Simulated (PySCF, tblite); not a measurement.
**C6H9FO2Si: geometry, infrared bands and NMR shifts**

Wanted: the infrared bands and NMR shifts of C6H9FO2Si (`C/C=C1/[SiH2][C@@H](C(=O)O)[C@@H]1F`), by calculation.

The runs use tblite 0.8.0 and PySCF 2.14.0, with density-fitted response routines of our own; the level of theory stands in each step. All values are computed, except where a source is named. Atoms are numbered from 0 throughout.

### Step 1. The starting structure

19 atoms, charge 0, multiplicity 1; geometry from: force field or distance geometry start.

Bonds of the start (Å): C0–C1 1.50, C1–C2 1.33, C2–Si3 1.86, Si3–C4 1.86, C4–C5 1.53, C5–O6 1.23, C5–O7 1.34, C4–C8 1.58, C8–F9 1.35, C8–C2 1.55, C0–H10 1.09, C0–H11 1.10, C0–H12 1.08, C1–H13 1.10, Si3–H14 1.49, Si3–H15 1.49, C4–H16 1.10, O7–H17 0.98, C8–H18 1.11.

### Step 2. Geometry optimisation with GFN2-xTB

What the job is given:

```
{"job": {"kind": "relax", "xc": "GFN2-xTB", "basis": "xTB"}, "charge": 0, "multiplicity": 1}
C      3.159400    -0.114500    -0.313000
C      2.028500    -0.850700     0.335700
C      0.761200    -0.460900     0.409600
Si    -0.808700    -1.146100     1.139200
C     -1.360700     0.028100    -0.189500
C     -2.606200     0.824900     0.197300
O     -2.731900     1.632200     1.110800
O     -3.663800     0.591200    -0.594200
C      0.020100     0.794700    -0.128400
F      0.408600     1.280300    -1.330000
H      3.937200     0.090300     0.416300
H      2.822600     0.839700    -0.734000
H      3.572100    -0.715900    -1.107500
H      2.310600    -1.801700     0.807500
H     -0.992200    -0.710500     2.555300
H     -1.009400    -2.594200     0.870100
H     -1.491200    -0.483900    -1.153700
H     -4.370700     1.175000    -0.251200
H      0.004800     1.631500     0.600300
```

Launch:

```console
OMP_NUM_THREADS=1 python probes_run.py task.json out
```

One launch serves the whole session: the jobs run in the order shown.

**Question.** This job is followed by: GFN2-xTB harmonic vibrations, gas phase; GIAO PBE0/pcSseg-1 NMR shielding, non-relativistic, gas phase. Predict these results of the whole session: strongest single infrared mode (GFN2-xTB); zero-point energy (GFN2-xTB); 13C shifts against TMS (PBE0/pcSseg-1); 1H shifts against TMS (PBE0/pcSseg-1, means over atoms taken as alike); 29Si shifts against TMS (PBE0/pcSseg-1); 17O shifts against H2O (PBE0/pcSseg-1); 19F shifts against CFCl3 (PBE0/pcSseg-1).

**Answer**, as computed:

| quantity | value |
| --- | --- |
| strongest single infrared mode (GFN2-xTB) | 1764 cm⁻¹, 462 km/mol |
| zero-point energy (GFN2-xTB) | 84.7 kcal/mol |
| 13C shifts against TMS (PBE0/pcSseg-1) | 179.9, 160.1, 141.1, 94.3, 37.4, 21.5 ppm |
| 1H shifts against TMS (PBE0/pcSseg-1, means over atoms taken as alike) | 6.55, 6.36, 5.94, 5.14, 4.66, 3.13, 2.11 ppm |
| 29Si shifts against TMS (PBE0/pcSseg-1) | -44.5 ppm |
| 17O shifts against H2O (PBE0/pcSseg-1) | 418.4, 207.5 ppm |
| 19F shifts against CFCl3 (PBE0/pcSseg-1) | -176.7 ppm |

What this shows: Over 118 steps the energy fell by 0.454 eV; of the close pairs, Si3–C4 changed most, 1.857 to 1.943 Å. All 51 modes are real, so the xTB geometry is a minimum. The strongest single mode, at 1764 cm⁻¹, moves mainly C5 and O6. Unscaled tight-binding wavenumbers are off by several per cent, some by more. Its intensities can rank the bands wrongly. The most deshielded hydrogen is H13 (hydrogen on an alkene CH), at 6.55 ppm: attached to an sp2 carbon and in the plane of the double bond. At PBE0/pcSseg-1: The widest tensor belongs to O6: span 598 ppm, with a paramagnetic part of -487 ppm.
